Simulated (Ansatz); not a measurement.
# CH5AlBN (SMILES [BH2][AlH][CH]=N): single points off equilibrium

An exercise on one series of results from a longer session: the logs are not shown, and one member is left open.

Program: Ansatz 0.2.0, Gaussian basis. Level of theory: single points in def2-TZVPP. These are calculated values, not measurements.

Cores are frozen in the correlated methods.

**The system as given**

SMILES `[BH2][AlH][CH]=N`, 9 atoms, charge 0, spin multiplicity 1.

Atoms are counted from 1 here; the program's logs count them from 0.

Bond lengths: B1–Al2 2.077 Å, B1–H5 1.221 Å, B1–H6 1.103 Å, Al2–C3 2.084 Å, Al2–H7 1.626 Å, C3–N4 1.287 Å, C3–H8 1.080 Å, N4–H9 0.987 Å. Angles: Al2–B1–H5 119.2°, Al2–B1–H6 122.9°, H5–B1–H6 117.6°, B1–Al2–C3 132.0°, B1–Al2–H7 123.9°, C3–Al2–H7 103.8°, Al2–C3–N4 111.9°, Al2–C3–H8 133.6°, N4–C3–H8 113.5°, C3–N4–H9 116.6°.

As a file:

| atom | x (Å) | y (Å) | z (Å) |
| --- | --- | --- | --- |
| B1 | -0.8997 | 2.0017 | 0.6339 |
| Al2 | 0.2896 | 0.3617 | 0.1764 |
| C3 | -0.1608 | -1.5045 | -0.6352 |
| N4 | 0.8729 | -2.2700 | -0.6834 |
| H5 | -2.0647 | 2.0128 | 0.2693 |
| H6 | -0.5017 | 2.9173 | 1.1020 |
| H7 | 1.8665 | 0.2491 | 0.5573 |
| H8 | -1.0162 | -1.9014 | -1.1621 |
| H9 | 1.7350 | -1.8644 | -0.4269 |

Set-up of the first run:

Contents of run/in.yaml:

```yaml
crystal:
  periodic: [false, false, false]
  atoms:
    - {symbol: B, position_ang: [-0.899700, 2.001700, 0.633900]}
    - {symbol: Al, position_ang: [0.289600, 0.361700, 0.176400]}
    - {symbol: C, position_ang: [-0.160800, -1.504500, -0.635200]}
    - {symbol: N, position_ang: [0.872900, -2.270000, -0.683400]}
    - {symbol: H, position_ang: [-2.064700, 2.012800, 0.269300]}
    - {symbol: H, position_ang: [-0.501700, 2.917300, 1.102000]}
    - {symbol: H, position_ang: [1.866500, 0.249100, 0.557300]}
    - {symbol: H, position_ang: [-1.016200, -1.901400, -1.162100]}
    - {symbol: H, position_ang: [1.735000, -1.864400, -0.426900]}
basis:
  gaussian: {orbitals: def2-TZVPP}
correlation: {method: ccsd_t}
output: {forces: true}
```

Run with:

```sh
$ ansatz run in.yaml --threads 8 --pin off --events-out ev --progress --plain --max-ram 10444MiB
```

Among the steps run: CCSD(T)/def2-TZVPP; PBE0-D4/def2-TZVPP; wB97M-V/def2-TZVPP; r2SCAN-D4/def2-TZVPP; PBE-D4/def2-TZVPP; SPW92/def2-TZVPP; LC-wPBE/def2-TZVPP.

One table of the session follows, with a row left open; its other results are not shown here.

| method | RMS force component (eV/Å) | angle to CCSD(T) forces (°) | dipole (D) |
| --- | --- | --- | --- |
| CCSD(T) | 1.124 | reference | 2.76 |
| PBE0-D4 | 1.153 | 15.7 | 2.76 |
| wB97M-V | 1.123 | 14.3 | 2.88 |
| r2SCAN-D4 | 1.136 | 11.3 | 2.63 |
| PBE-D4 | 1.163 | 10.3 | 2.48 |
| SPW92 | ? | ? | ? |
| LC-wPBE | 1.182 | 18.6 | 2.99 |

Estimate the missing values for SPW92.

The run gave: RMS force component (eV/Å): 1.244; angle to CCSD(T) forces (°): 19.3; dipole (D): 2.52. In the column «RMS force component (eV/Å)» it is the highest.

To keep in mind: CCSD(T) in triple zeta still lacks some correlation energy of the bonds, so part of these gaps is its own basis error and they don't rank the functionals.
